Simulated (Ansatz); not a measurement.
# HfW2: the cost of one run

Method: reference: DFT r2SCAN, plane waves, PAW, scalar-relativistic, no spin polarisation, in Ansatz 0.2.0.

## 1. The starting structure

The structure is cubic, space group Fd-3m (No. 227). Conventional cell: a = 7.638 Å, b = 7.638 Å, c = 7.638 Å, α = 90.00°, β = 90.00°, γ = 90.00°. W (site symmetry -3m) is surrounded by 6 W at 2.70 Å. Hf (site symmetry -43m) has 12 W at 3.17 Å and 4 Hf at 3.31 Å as nearest neighbours.

Structure file:

```
W Hf
1.0
     0.00000    3.81895    3.81895
     3.81895    0.00000    3.81895
     3.81895    3.81895    0.00000
W Hf
4 2
Direct
  0.62500 0.62500 0.62500
  0.12500 0.62500 0.62500
  0.62500 0.62500 0.12500
  0.62500 0.12500 0.62500
  0.00000 0.00000 0.00000
  0.25000 0.25000 0.25000
```

## 2. Reference

Contents of input.yaml:

```yaml
crystal:
  lattice:
    - [0.0, 3.818946, 3.818946]
    - [3.818946, 0.0, 3.818946]
    - [3.818946, 3.818946, 0.0]
  atoms:
    - { symbol: W, position: [0.625, 0.625, 0.625] }
    - { symbol: W, position: [0.125, 0.625, 0.625] }
    - { symbol: W, position: [0.625, 0.625, 0.125] }
    - { symbol: W, position: [0.625, 0.125, 0.625] }
    - { symbol: Hf, position: [0.0, 0.0, 0.0] }
    - { symbol: Hf, position: [0.25, 0.25, 0.25] }
  symmetry: { tolerance: 0.0003 }
kpoints:
  mp_grid: { grid: [4, 4, 4], shift: [0, 0, 0] }
magnetization:
  spin_polarized: false
scf:
  occupations: { method: cold, width: 0.0287 }
hamiltonian:
  pseudopotentials: { kind: paw }
  xc: r2scan
basis:
  ecutwfc: 500
output:
  forces: true
  stress: true
  eigenvalues: true
```

The run is started by

```
$ ansatz run input.yaml --threads 1 --pin off --max-ram 2560MiB --backend cpu --events-out ev --progress --plain --runs-dir out
```

Q: Estimate wall time and peak memory on 1 thread of AMD EPYC 9R45 (Zen 5), shared host.

About 4.2 s, with a peak of 0.75 GiB.
